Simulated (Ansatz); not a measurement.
# Cs: the cost of one run

Method: DFT, scalar-relativistic, functionals as named in each step, in Ansatz 0.2.0.

1 further run of the same task is left out (it didn't finish).

## 1. The starting structure

Symmetry: Im-3m, No. 229, cubic system. The conventional cell has a = 6.257 Å, b = 6.257 Å, c = 6.257 Å, α = 90.00°, β = 90.00°, γ = 90.00°.

As a file:

```cif
data_structure
_symmetry_space_group_name_H-M 'Im-3m'
_symmetry_Int_Tables_number 229
_cell_length_a 6.2569
_cell_length_b 6.2569
_cell_length_c 6.2569
_cell_angle_alpha 90.000
_cell_angle_beta 90.000
_cell_angle_gamma 90.000
_cell_volume 244.95
loop_
_atom_site_label
_atom_site_type_symbol
_atom_site_symmetry_multiplicity
_atom_site_Wyckoff_symbol
_atom_site_fract_x
_atom_site_fract_y
_atom_site_fract_z
_atom_site_occupancy
Cs1 Cs 2 a 0.00000 0.00000 0.00000 1
```

The file gives the conventional cell by its symmetry; the runs use the cell typed in the input.

## 2. LDA, LAPW

File input.yaml:

```yaml
crystal:
  lattice:
    - [-3.1284650614, 3.1284650614, 3.1284650614]
    - [3.1284650614, -3.1284650614, 3.1284650614]
    - [3.1284650614, 3.1284650614, -3.1284650614]
  atoms:
    - { symbol: Cs, position: [0.0, 0.0, 0.0] }
kpoints:
  mp_grid: { grid: [9, 9, 9] }
  band_path:
    path:
      - [0.0, 0.0, 0.0]
      - [0.5, -0.5, 0.5]
      - [0.0, 0.0, 0.5]
      - [0.0, 0.0, 0.0]
      - [0.25, 0.25, 0.25]
      - [0.5, -0.5, 0.5]
      - [0.25, 0.25, 0.25]
      - [0.0, 0.0, 0.5]
    npoints: 5
scf:
  occupations: { method: fermi_dirac, width: 0.03 }
hamiltonian:
  xc: lda
  pseudopotentials: { kind: all_electron, lapw: { basis_error: 0.001 } }
output:
  forces: true
  stress: true
  eigenvalues: true
```

Started as:

```sh
$ ansatz run input.yaml --threads 1 --pin off --max-ram 2048MiB --backend cpu --events-out ev --progress --plain --runs-dir out
```

**Question.** How long does this run take on 1 thread of Arm Neoverse V2, shared host?

About 1.9 s.
